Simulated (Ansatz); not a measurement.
# CCSD(T)/def2-SVP run of C2H5GeN (SMILES C1=[N][GeH2][CH2]1)

Aim: the energy change on altering one bond length of C2H5GeN at CCSD(T)/def2-SVP, from 2 runs. 

The calculation is run with Ansatz 0.2.0.

82 further runs of the same task are left out: 82 set aside as unsound or not needed.

**1. The system as given**

C2H5GeN: 9 atoms, total charge 0, spin state singlet. SMILES: `C1=[N][GeH2][CH2]1`. The shape is that of a PBE0-D4/def2-TZVP optimisation.

Bond lengths: C1–N2 1.278 Å, N2–Ge3 1.910 Å, C1–C4 1.512 Å, Ge3–C4 1.983 Å, C1–H5 1.098 Å, Ge3–H6 1.538 Å, Ge3–H7 1.538 Å, C4–H8 1.092 Å, C4–H9 1.092 Å. Some angles: C1–N2–Ge3 89.9°, N2–C1–C4 114.8°, N2–Ge3–C4 74.4°, C1–C4–Ge3 80.9°, N2–C1–H5 121.7°, C4–C1–H5 123.5°, N2–Ge3–H6 115.0°, N2–Ge3–H7 115.0°, C4–Ge3–H6 118.6°, C4–Ge3–H7 118.6°.

**2. The energy at CCSD(T)/def2-SVP**

molecule.yaml reads:

```yaml
crystal:
  periodic: [false, false, false]
  atoms:
    - {symbol: C, position_ang: [-0.186800, -0.549700, -1.075100]}
    - {symbol: "N", position_ang: [1.035900, -0.182500, -1.141500]}
    - {symbol: Ge, position_ang: [0.903900, 0.560600, 0.613000]}
    - {symbol: C, position_ang: [-0.885400, -0.197100, 0.218500]}
    - {symbol: H, position_ang: [-0.675600, -1.079500, -1.903400]}
    - {symbol: H, position_ang: [1.056500, 2.089100, 0.684100]}
    - {symbol: H, position_ang: [1.776000, -0.127000, 1.676700]}
    - {symbol: H, position_ang: [-1.720500, 0.497400, 0.107000]}
    - {symbol: H, position_ang: [-1.215600, -1.057700, 0.803700]}
basis:
  gaussian:
    orbitals: def2-SVP
correlation:
  method: ccsd_t
  frozen_orbitals: {C: 1, Ge: 9, H: 0, "N": 1}
accuracy: high
scf:
  omitted_lower_state_checks: [cluster_reference, increment]
```

Run with:

```bash
$ ansatz run molecule.yaml --threads 1 --pin off --max-ram 3480MiB --events-out events.jsonl --progress --plain --runs-dir runs
```

The log of the run, shortened:

```text
Warning: RAYON_NUM_THREADS=1 ignored (pool sized by the plan → 1); use --threads N
Functional definition: HF
  name "HF"
[...]
2271 factors; integrals over basis functions are off by at most 4.6e-9 eV
[...]
mean field -60083.92931063 eV, -2208.0436758155 hartree, gradient 3.4e-8 eV, S^2 0.000000; 0 other end points of the search recorded, 0 dependent functions left out
12 core orbitals not correlated: weight in the atoms' cores, before any rotation towards them, 1.000 or more for the frozen orbitals, at most 0.000 for the correlated occupied ones
reference -60083.92931063 eV, -2208.0436758155 hartree; 16, 16 occupied and 71, 71 virtual orbitals, 2271 factors
second order -17.92612063 eV of doubles, -0.00000000 eV of singles
cycle   1  -17.97096042 eV  change   -4.5e-2 eV  update   1.0e-1
[...]
cycle  23  -18.66719635 eV  change   -2.1e-9 eV  update   1.3e-9
perturbative correction -0.68075449 eV, -0.0250172662 hartree
Total energy: -60103.27726147 eV, -2208.7546998943 hartree
Checks for a lower state left out: cluster_reference, increment
```

Run time: 24 s. Hardware: 1 thread of AMD EPYC 9R45 (Zen 5), shared host; peak memory 0.69 GiB.

**3. The distorted shape at the same level**

job.yaml reads:

```yaml
crystal:
  periodic: [false, false, false]
  atoms:
    - {symbol: C, position_ang: [0.057617, -0.284782, -0.660921]}
    - {symbol: N, position_ang: [1.280317, 0.082418, -0.727321]}
    - {symbol: Ge, position_ang: [1.148317, 0.825518, 1.027179]}
    - {symbol: C, position_ang: [-0.640983, 0.067818, 0.632679]}
    - {symbol: H, position_ang: [-0.675600, -1.079500, -1.903400]}
    - {symbol: H, position_ang: [1.300917, 2.354018, 1.098279]}
    - {symbol: H, position_ang: [2.020417, 0.137918, 2.090879]}
    - {symbol: H, position_ang: [-1.476083, 0.762318, 0.521179]}
    - {symbol: H, position_ang: [-0.971183, -0.792782, 1.217879]}
basis:
  gaussian:
    orbitals: def2-SVP
correlation:
  method: ccsd_t
  frozen_orbitals: {C: 1, Ge: 9, H: 0, "N": 1}
accuracy: high
scf:
  omitted_lower_state_checks: [cluster_reference, increment]
```

Run with:

```bash
$ ansatz run job.yaml --threads 1 --pin off --max-ram 3480MiB --events-out events.jsonl --progress --plain --runs-dir runs
```

The log of the run, shortened:

```text
Warning: RAYON_NUM_THREADS=1 ignored (pool sized by the plan → 1); use --threads N
[... 2 set-up lines as earlier in the session ...]
[...]
2269 factors; integrals over basis functions are off by at most 4.6e-9 eV
[...]
mean field -60081.67365540 eV, -2207.9607820149 hartree, gradient 3.8e-8 eV, S^2 0.000000; 0 other end points of the search recorded, 0 dependent functions left out; unrestricted orbitals would lower it
12 core orbitals not correlated: weight in the atoms' cores, before any rotation towards them, 1.000 or more for the frozen orbitals, at most 0.000 for the correlated occupied ones
reference -60081.67365540 eV, -2207.9607820149 hartree; 16, 16 occupied and 71, 71 virtual orbitals, 2269 factors
second order -18.24004345 eV of doubles, -0.00000000 eV of singles
cycle   1  -18.20661281 eV  change    3.3e-2 eV  update   1.2e-1
[...]
cycle  23  -19.00781547 eV  change  -6.1e-10 eV  update  6.8e-10
perturbative correction -0.75622288 eV, -0.0277906783 hartree
Total energy: -60101.43769375 eV, -2208.6870970276 hartree
Checks for a lower state left out: cluster_reference, increment
```

Wall time 20 s (1 thread of AMD EPYC 9R45 (Zen 5), shared host); peak memory 0.69 GiB.

**4. Summary of results**

At CCSD(T)/def2-SVP, 12 core orbitals frozen:

| quantity | value |
| --- | --- |
| first shape: total energy | -2208.75470 Eh |
| first shape: correlation energy (12 core orbitals frozen) | -711.0 mEh |
| first shape: (T) correction | -25.02 mEh |
| first shape: T1 diagnostic | 0.012 |
| distorted shape: total energy | -2208.68710 Eh |
| distorted shape: correlation energy (12 core orbitals frozen) | -726.3 mEh |
| distorted shape: (T) correction | -27.79 mEh |
| distorted shape: T1 diagnostic | 0.013 |
| energy change with the C1–H5 bond stretched from 1.098 to 1.647 Å | 1.840 eV |

**Reading.** One bond (distorted shape) is far stretched, which a spin-restricted single reference describes badly; perturbation theory on it can break down and give far too much correlation. With the C1–H5 bond stretched from 1.098 to 1.647 Å the energy rises by 1.84 eV (177 kJ/mol). The first shape isn't relaxed at this level, so the change isn't measured from a minimum. A restricted reference can't describe the breaking bond well at this length. The triples (first shape) make up 3.5 % of the correlation energy. The restricted solution (distorted shape) is unstable to spin breaking: an unrestricted one lies lower. The triples (distorted shape) make up 3.8 % of the correlation energy.
